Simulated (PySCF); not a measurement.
# [C2H6BO2]− (SMILES [BH2-]1OCCO1): levels of theory compared

Aim: a comparison of 6 runs (HF/3-21G, B3LYP/6-31G*, PBE/6-31G**, PBE0/def2-SVP, MP2/cc-pVDZ) of [C2H6BO2]−. Input form: a Python script.

Program for the calculation: PySCF 2.14.0.

## (1) The system as given

[C2H6BO2]−: 11 atoms, total charge -1, spin state singlet. As SMILES, `[BH2-]1OCCO1`. The shape is that of a GFN2-xTB optimisation. This is one conformer, not always the lowest.

Bond lengths: B1–O2 1.525 Å, O2–C3 1.375 Å, C3–C4 1.538 Å, B1–O5 1.525 Å, C4–O5 1.375 Å, B1–H6 1.220 Å, B1–H7 1.222 Å, C3–H8 1.106 Å, C3–H9 1.114 Å, C4–H10 1.106 Å, C4–H11 1.114 Å. Some angles: B1–O2–C3 107.2°, O2–B1–O5 104.3°, O2–C3–C4 105.9°, C3–C4–O5 105.9°, B1–O5–C4 107.1°, O2–B1–H6 111.6°, O2–B1–H7 108.8°, O5–B1–H6 108.9°, O5–B1–H7 111.6°, O2–C3–H8 110.6°.

## (2) Energy and gradient at HF/3-21G (run 1)

calc.py reads:

```python
# [BH2-]1OCCO1
from pyscf import gto, scf

mol = gto.M(
    atom='''
B     -0.751730     1.195980    -0.217620
O     -1.055930     0.063740     0.757630
C      0.050920    -0.751170     0.791440
C      0.765470    -0.545800    -0.554600
O      0.539160     0.764380    -0.904370
H     -0.555470     2.250380     0.364860
H     -1.674370     1.289190    -1.013360
H     -0.246760    -1.803930     0.952600
H      0.741360    -0.466170     1.618210
H      1.850860    -0.748160    -0.489410
H      0.336470    -1.248430    -1.305380
''',
    basis='3-21g',
    spin=0,
    verbose=4,
    charge=-1,
    max_memory=1860,
)

myscf = scf.RHF(mol)
myscf.conv_tol = 1e-10
myscf.kernel()
if not myscf.converged:
    myscf = myscf.newton().run(myscf.mo_coeff, myscf.mo_occ)

e_tot = myscf.e_tot
print('E(%s) = %.9f' % ('HF', e_tot))
grad = myscf.nuc_grad_method().kernel()
myscf.analyze()
```

Command:

```
$ OMP_NUM_THREADS=1 python calc.py
```

Output:

```text
PySCF version 2.14.0

[... 81 lines left out ...]
One-electron Energy =                 -709.962782039915623
[... 7 lines left out ...]
MO #3   energy= -11.0336521439612  occ= 2
[... 5 lines left out ...]
MO #9   energy= -0.626869390434685 occ= 2
[... 5 lines left out ...]
MO #15  energy= -0.291743043889585 occ= 2
[... 5 lines left out ...]
MO #21  energy= 0.442741879368306  occ= 0
[... 5 lines left out ...]
MO #27  energy= 0.5720822059813    occ= 0
[... 5 lines left out ...]
MO #33  energy= 0.941578764534318  occ= 0
[... 5 lines left out ...]
MO #39  energy= 1.23105516121661   occ= 0
[... 5 lines left out ...]
MO #45  energy= 1.55580320137516   occ= 0
[... 5 lines left out ...]
MO #51  energy= 2.32689181705297   occ= 0
[... 5 lines left out ...]
MO #57  energy= 3.81589790064595   occ= 0
[... 36 lines left out ...]
pop of  3 C 3py           0.00641
pop of  3 C 3pz           0.00641
pop of  4 O 1s            1.99978
pop of  4 O 2s            1.62196
pop of  4 O 3s            0.00239
pop of  4 O 2px           1.70045
pop of  4 O 2py           1.38187
pop of  4 O 2pz           1.83760
pop of  4 O 3px           0.00322
pop of  4 O 3py           0.00142
pop of  4 O 3pz           0.00402
pop of  5 H 1s            1.13195
pop of  5 H 2s            0.00201
pop of  6 H 1s            1.13273
pop of  6 H 2s            0.00201
pop of  7 H 1s            0.95566
pop of  7 H 2s            0.00776
pop of  8 H 1s            0.96493
pop of  8 H 2s            0.00788
pop of  9 H 1s            0.95564
pop of  9 H 2s            0.00775
pop of  10 H 1s           0.96487
pop of  10 H 2s           0.00788
 ** Mulliken atomic charges  **
charge of    0B =      0.11847
charge of    1O =     -0.55295
charge of    2C =      0.06412
charge of    3C =      0.06414
charge of    4O =     -0.55272
charge of    5H =     -0.13396
charge of    6H =     -0.13474
charge of    7H =      0.03658
charge of    8H =      0.02719
charge of    9H =      0.03661
charge of   10H =      0.02725

WARN: System has nonzero charge -1; the dipole moment is origin-dependent.
Location of origin: [0. 0. 0.]

Dipole moment(X, Y, Z, Debye):  3.17188, -5.04373,  0.91492
```

It took 2.7 s on 1 thread of Intel Xeon at 2.70GHz, shared host; peak memory 0.13 GiB.

## (3) Energy and gradient at B3LYP/6-31G(d) (spherical functions) (run 2)

calc.py reads:

```python
# [BH2-]1OCCO1
from pyscf import gto, dft

mol = gto.M(
    atom='''
B     -1.420564     2.260075    -0.411242
O     -1.995419     0.120451     1.431713
C      0.096225    -1.419506     1.495605
C      1.446529    -1.031413    -1.048042
O      1.018865     1.444469    -1.709012
H     -1.049686     4.252602     0.689485
H     -3.164101     2.436216    -1.914973
H     -0.466309    -3.408934     1.800153
H      1.400967    -0.880934     3.057974
H      3.497618    -1.413817    -0.924851
H      0.635836    -2.359191    -2.466811
''',
    basis='6-31g*',
    spin=0,
    unit='bohr',
    max_memory=1860,
    verbose=3,
    charge=-1,
)

calc0 = dft.RKS(mol, xc='b3lyp')
calc0.grids.level = 5
calc0.conv_tol = 1e-10
calc0.kernel()
if not calc0.converged:
    calc0 = calc0.newton().run(calc0.mo_coeff, calc0.mo_occ)

e_final = calc0.e_tot
print('E(%s) = %.9f' % ('B3LYP', e_final))
grad = calc0.nuc_grad_method().kernel()
dip = calc0.dip_moment()
pop, q = calc0.mulliken_pop()
```

Command:

```
$ OMP_NUM_THREADS=1 python calc.py
```

Output:

```text
converged SCF energy = -255.177772220378
E(B3LYP) = -255.177772220
--------------- RKS gradients ---------------
         x                y                z
0 B    -0.0048077928     0.0083546009    -0.0011928248
1 O     0.0067464981    -0.0096734168     0.0082890508
2 C    -0.0048047980     0.0031176443    -0.0047924313
3 C    -0.0015616759     0.0068090746     0.0029101277
4 O     0.0067626528    -0.0119293097    -0.0044096349
5 H    -0.0010629011    -0.0076132044    -0.0032514026
6 H     0.0062940115    -0.0012502897     0.0045773624
7 H    -0.0022722664     0.0026676896    -0.0013697073
8 H    -0.0027583438     0.0024294242    -0.0013756098
9 H    -0.0014275566     0.0033935187     0.0002844646
10 H    -0.0011033756     0.0036936367     0.0003327314
----------------------------------------------

WARN: System has nonzero charge -1; the dipole moment is origin-dependent.
Location of origin: [0. 0. 0.]

Dipole moment(X, Y, Z, Debye):  2.72242, -4.32675,  0.78553
 ** Mulliken pop  **
pop of  0 B 1s            1.99540
pop of  0 B 2s            0.52416
pop of  0 B 3s            0.19042
pop of  0 B 2px           0.46707
pop of  0 B 2py           0.50253
pop of  0 B 2pz           0.46986
pop of  0 B 3px           0.10465
pop of  0 B 3py           0.11329
pop of  0 B 3pz           0.12307
pop of  0 B 3dxy          0.01330
pop of  0 B 3dyz          0.02561
pop of  0 B 3dz^2         0.01192
pop of  0 B 3dxz          0.02572
pop of  0 B 3dx2-y2       0.02633
pop of  1 O 1s            1.99718
pop of  1 O 2s            0.89544
pop of  1 O 3s            0.94754
pop of  1 O 2px           0.94006
pop of  1 O 2py           0.93412
pop of  1 O 2pz           1.05601
pop of  1 O 3px           0.56634
pop of  1 O 3py           0.51709
pop of  1 O 3pz           0.66985
pop of  1 O 3dxy          0.00602
pop of  1 O 3dyz          0.00278
pop of  1 O 3dz^2         0.00317
pop of  1 O 3dxz          0.00417
pop of  1 O 3dx2-y2       0.00490
pop of  2 C 1s            1.99658
pop of  2 C 2s            0.68128
pop of  2 C 3s            0.46485
pop of  2 C 2px           0.65406
pop of  2 C 2py           0.67930
pop of  2 C 2pz           0.71105
pop of  2 C 3px           0.20423
pop of  2 C 3py           0.23163
pop of  2 C 3pz           0.28595
pop of  2 C 3dxy          0.01508
pop of  2 C 3dyz          0.00620
pop of  2 C 3dz^2         0.01127
pop of  2 C 3dxz          0.02082
pop of  2 C 3dx2-y2       0.02073
pop of  3 C 1s            1.99659
pop of  3 C 2s            0.68126
pop of  3 C 3s            0.46505
pop of  3 C 2px           0.70865
pop of  3 C 2py           0.63247
pop of  3 C 2pz           0.70330
pop of  3 C 3px           0.25809
pop of  3 C 3py           0.19063
pop of  3 C 3pz           0.27321
pop of  3 C 3dxy          0.01467
pop of  3 C 3dyz          0.02123
pop of  3 C 3dz^2         0.01190
pop of  3 C 3dxz          0.00600
pop of  3 C 3dx2-y2       0.02031
pop of  4 O 1s            1.99718
pop of  4 O 2s            0.89547
pop of  4 O 3s            0.94742
pop of  4 O 2px           1.00660
pop of  4 O 2py           0.85417
pop of  4 O 2pz           1.06945
pop of  4 O 3px           0.61056
pop of  4 O 3py           0.44604
pop of  4 O 3pz           0.69634
pop of  4 O 3dxy          0.00321
pop of  4 O 3dyz          0.00512
pop of  4 O 3dz^2         0.00287
pop of  4 O 3dxz          0.00286
pop of  4 O 3dx2-y2       0.00700
pop of  5 H 1s            0.52983
pop of  5 H 2s            0.71527
pop of  6 H 1s            0.52949
pop of  6 H 2s            0.71663
pop of  7 H 1s            0.54399
pop of  7 H 2s            0.42012
pop of  8 H 1s            0.54236
pop of  8 H 2s            0.42366
pop of  9 H 1s            0.54392
pop of  9 H 2s            0.42015
pop of  10 H 1s           0.54234
pop of  10 H 2s           0.42354
 ** Mulliken atomic charges  **
charge of    0B =      0.40667
charge of    1O =     -0.54466
charge of    2C =      0.01696
charge of    3C =      0.01664
charge of    4O =     -0.54430
charge of    5H =     -0.24511
charge of    6H =     -0.24612
charge of    7H =      0.03589
charge of    8H =      0.03398
charge of    9H =      0.03593
charge of   10H =      0.03412
```

Wall time 33 s (1 thread of Intel Xeon at 2.70GHz, shared host); peak memory 0.84 GiB.

Runs 3 to 4 aren't shown in full; the table further down has their settings and results.

## (4) Energy and gradient at PBE0/def2-SVP (run 5)

job.py reads:

```python
import pyscf.grad
from pyscf import gto, dft

molecule = gto.M(
    atom='''
B   -0.751730   1.195980  -0.217620
O   -1.055930   0.063740   0.757630
C    0.050920  -0.751170   0.791440
C    0.765470  -0.545800  -0.554600
O    0.539160   0.764380  -0.904370
H   -0.555470   2.250380   0.364860
H   -1.674370   1.289190  -1.013360
H   -0.246760  -1.803930   0.952600
H    0.741360  -0.466170   1.618210
H    1.850860  -0.748160  -0.489410
H    0.336470  -1.248430  -1.305380
''',
    spin=0,
    basis='def2-svp',
    verbose=3,
    max_memory=1860,
    charge=-1,
)

myscf = dft.RKS(molecule)
myscf.xc = 'pbe0'
myscf.grids.level = 5
myscf.conv_tol = 1e-10
myscf.kernel()
if not myscf.converged:
    myscf = myscf.newton().run(myscf.mo_coeff, myscf.mo_occ)

energy = myscf.e_tot
print('Final energy', energy)
grad = myscf.Gradients().kernel()
dip = myscf.dip_moment()
pop, q = myscf.mulliken_pop()
```

Command:

```
$ OMP_NUM_THREADS=1 python job.py
```

Output:

```text
converged SCF energy = -254.703969686609
Final energy -254.70396968660944
--------------- RKS gradients ---------------
         x                y                z
0 B    -0.0107276450     0.0177540146    -0.0029196146
1 O    -0.0031349474    -0.0070950485     0.0117194242
2 C     0.0022070944    -0.0055082446     0.0018771187
[... 7 lines of this table left out ...]
10 H     0.0001883131     0.0053620806     0.0020500422
----------------------------------------------

WARN: System has nonzero charge -1; the dipole moment is origin-dependent.
Location of origin: [0. 0. 0.]

Dipole moment(X, Y, Z, Debye):  2.84865, -4.52683,  0.82225
[... 73 lines left out ...]
pop of  5 H 2px           0.00141
pop of  5 H 2py           0.00631
pop of  5 H 2pz           0.00266
pop of  6 H 1s            0.74745
pop of  6 H 2s            0.48399
pop of  6 H 2px           0.00500
pop of  6 H 2py           0.00145
pop of  6 H 2pz           0.00388
pop of  7 H 1s            0.76792
pop of  7 H 2s            0.26662
pop of  7 H 2px           0.00378
pop of  7 H 2py           0.01223
pop of  7 H 2pz           0.00476
pop of  8 H 1s            0.76531
pop of  8 H 2s            0.27071
pop of  8 H 2px           0.00684
pop of  8 H 2py           0.00455
pop of  8 H 2pz           0.00917
pop of  9 H 1s            0.76783
pop of  9 H 2s            0.26661
pop of  9 H 2px           0.01341
pop of  9 H 2py           0.00283
pop of  9 H 2pz           0.00452
pop of  10 H 1s           0.76527
pop of  10 H 2s           0.27065
pop of  10 H 2px          0.00610
pop of  10 H 2py          0.00628
pop of  10 H 2pz          0.00818
 ** Mulliken atomic charges  **
charge of    0B =      0.18220
charge of    1O =     -0.42012
charge of    2C =      0.18197
charge of    3C =      0.18163
charge of    4O =     -0.41971
charge of    5H =     -0.24065
charge of    6H =     -0.24177
charge of    7H =     -0.05531
charge of    8H =     -0.05657
charge of    9H =     -0.05520
charge of   10H =     -0.05647
```

Run time: 43 s. Hardware: 1 thread of Intel Xeon at 2.70GHz, shared host; peak memory 1 GiB.

## (5) Energy and forces at MP2/cc-pVDZ (run 6)

start.xyz reads:

```xyz
11
C2H6BO2
B     -0.751730     1.195980    -0.217620
O     -1.055930     0.063740     0.757630
C      0.050920    -0.751170     0.791440
C      0.765470    -0.545800    -0.554600
O      0.539160     0.764380    -0.904370
H     -0.555470     2.250380     0.364860
H     -1.674370     1.289190    -1.013360
H     -0.246760    -1.803930     0.952600
H      0.741360    -0.466170     1.618210
H      1.850860    -0.748160    -0.489410
H      0.336470    -1.248430    -1.305380
```

run.py reads:

```python
import pyscf.grad
from pyscf import gto, scf, mp

mol = gto.M(
    atom='start.xyz',
    charge=-1,
    basis='cc-pvdz',
    spin=0,
    max_memory=1860,
    verbose=3,
)

mf = scf.RHF(mol)
mf.conv_tol = 1e-10
mf.kernel()
if not mf.converged:
    mf = mf.newton().run(mf.mo_coeff, mf.mo_occ)

pt = mp.MP2(mf, frozen=5).run()
e_tot = pt.e_tot
print('Final energy', e_tot)
grad = pt.Gradients().kernel()
mf.analyze()
```

Command:

```
$ OMP_NUM_THREADS=1 python run.py
```

Output:

```text
converged SCF energy = -253.68884608288
[... 12 lines left out ...]
MO #1   energy= -20.3121560447433  occ= 2
[... 8 lines left out ...]
MO #10  energy= -0.510563769065469 occ= 2
[... 8 lines left out ...]
MO #19  energy= -0.202800265122804 occ= 2
[... 8 lines left out ...]
MO #28  energy= 0.535043931537722  occ= 0
[... 8 lines left out ...]
MO #37  energy= 0.893326883030173  occ= 0
[... 8 lines left out ...]
MO #46  energy= 1.11766566610193   occ= 0
[... 8 lines left out ...]
MO #55  energy= 1.62829116706442   occ= 0
[... 8 lines left out ...]
MO #64  energy= 1.94334246605763   occ= 0
[... 8 lines left out ...]
MO #73  energy= 2.17430156815811   occ= 0
[... 8 lines left out ...]
MO #82  energy= 2.62548862188698   occ= 0
[... 8 lines left out ...]
MO #91  energy= 3.44875006077109   occ= 0
[... 8 lines left out ...]
MO #100 energy= 3.92330783007514   occ= 0
[... 13 lines left out ...]
WARN: System has nonzero charge -1; the dipole moment is origin-dependent.
Location of origin: [0. 0. 0.]

Dipole moment(X, Y, Z, Debye):  2.97853, -4.73391,  0.85996
```

It took 26 s on 1 thread of Intel Xeon at 2.70GHz, shared host; peak memory 0.61 GiB.

## (6) Overview of the runs

```csv
run,level,integration grid,Cartesian functions,energy (Eh),HOMO energy (eV),LUMO energy (eV),HOMO–LUMO gap (eV),wall time
1,HF/3-21G,–,no,-252.268707,-3.91,12.05,15.96,2.7 s
2,B3LYP/6-31G* (spherical functions),5,no,-255.177772,-0.10,7.43,7.54,33 s
3,B3LYP/6-31G* (Cartesian functions),5,yes,-255.181819,-0.11,7.43,7.54,39 s
4,PBE/6-31G** (spherical functions),5,no,-254.862446,1.16,6.82,5.66,60 s
5,PBE0/def2-SVP,5,no,-254.703970,-0.57,6.40,6.97,43 s
6,MP2/cc-pVDZ,–,no,-254.442635,-4.17,9.48,13.65,26 s
```

## (7) Outcome

```
                                                    quantity          value
                                         run 6: total energy  -254.44263 Eh
                  run 6: HOMO energy (Hartree–Fock orbitals)       -4.17 eV
                  run 6: LUMO energy (Hartree–Fock orbitals)        9.48 eV
run 6: HOMO–LUMO gap (to an unbound level, set by the basis)       13.65 eV
          run 6: correlation energy (5 core orbitals frozen)     -753.8 mEh
                             run 6: largest force on an atom     0.835 eV/Å
```

What this shows: Over runs 1, 2, 3, 4, 5 the HOMO–LUMO gap runs from 5.66 eV (PBE/6-31G**) to 15.96 eV (HF/3-21G). The two ends differ in method and basis. The empty levels of an anion lie above zero and hang on the basis. Totals of different functionals can't be ranked against each other. In run 4 the HOMO lies above zero, so the outermost electron may be held by the basis alone. All runs together took 3.4 min, the longest 60 s.
